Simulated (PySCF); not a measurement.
# Pb₂S: structure of the triplet

The task is one start of a wider search on Pb₂S: the triplet, built as bent. It is relaxed, tested by its Hessian and followed downhill if it is a saddle.

The runs use PySCF 2.14.0; PBE0, basis S def2-SVP, Pb def2-SVP with ECP60, scalar-relativistic core potentials, no spin–orbit coupling, density fitting.

## 1. The starting structure

3 atoms, charge 0, spin multiplicity 3.

Bond lengths: S1–Pb2 2.470 Å, S1–Pb3 2.470 Å. Angles: Pb2–S1–Pb3 110.0°.

Coordinates in bohr (charge 0 multiplicity 3):
```
S     0.0000    0.0000   -2.4861
Pb    3.8235    0.0000    0.1911
Pb   -3.8235    0.0000    0.1911
```

## 2. Relaxation: bent start, triplet

One driver script runs all steps and calls PySCF; scf.py shows how it sets up the SCF of each step. The optimiser is the driver's own. Before each start the driver seeks the lowest SCF state from one or more starting densities and follows internal instabilities, so scf.py alone need not reach the same state.

The program finds C2v symmetry in the start, which this walk keeps. The walk stops when the largest gradient is under 0.0003 Eh/bohr and the energy has settled too.

Input file scf.py:

```python
from pyscf import gto, scf, dft
mol = gto.M(atom='''
S      0.000000     0.000000    -1.315579
Pb     2.023300    -0.000000     0.101121
Pb    -2.023300     0.000000     0.101121''',
    basis={'S': 'def2-SVP', 'Pb': 'def2-SVP'},
    ecp={'Pb': 'def2-SVP'},
    charge=0, spin=2)
mf = dft.UKS(mol, xc='PBE0')
mf.grids.atom_grid = (50, 194)
aux = {'S': 'def2-universal-JKFIT', 'Pb': 'def2-universal-JKFIT'}
mf = mf.density_fit(auxbasis=aux)
mf.kernel()
```

Further steps of the session: Frequencies; Downhill along the imaginary mode; Is it a minimum? Harmonic modes.

Q: Predict the outcome of this session. Wanted: minimum; geometry; wavenumbers; dipole moment; highest occupied, lowest empty level; polar-tensor charge of S1; zero-point energy; atomisation energy; ⟨S²⟩.

As calculated:

| quantity | value |
| --- | --- |
| minimum | triplet, C2v |
| geometry | Pb–Pb 3.030 Å, S–Pb 2.581 Å (×2); Pb–Pb–S 54.0° (×2), Pb–S–Pb 71.9° |
| wavenumbers (cm⁻¹) | 62 (b2), 102 (a1), 344 (a1) |
| dipole moment | 3.03 D |
| highest occupied, lowest empty level (either spin) | -4.39, -3.38 eV |
| polar-tensor charge of S1 | -0.10 e |
| zero-point energy | 3.0 kJ/mol |
| entropy at 298.15 K | 352.4 J/(mol K) |
| atomisation energy (no zero-point energy) | 590 kJ/mol |
| ⟨S²⟩ | 2.004 |

**Reading.** The bent start (C2v) ends in a minimum of C2v symmetry, after a first stop at a saddle point 22.7 kJ/mol higher, from which it was pushed off along an imaginary mode. In the infrared the band at 62 cm⁻¹ (b2) leads. Other starts or spin states, not run here, may lie lower. Take wavenumbers under 90 cm⁻¹ as rough. With an element this heavy the missing spin–orbit coupling can shift these numbers.
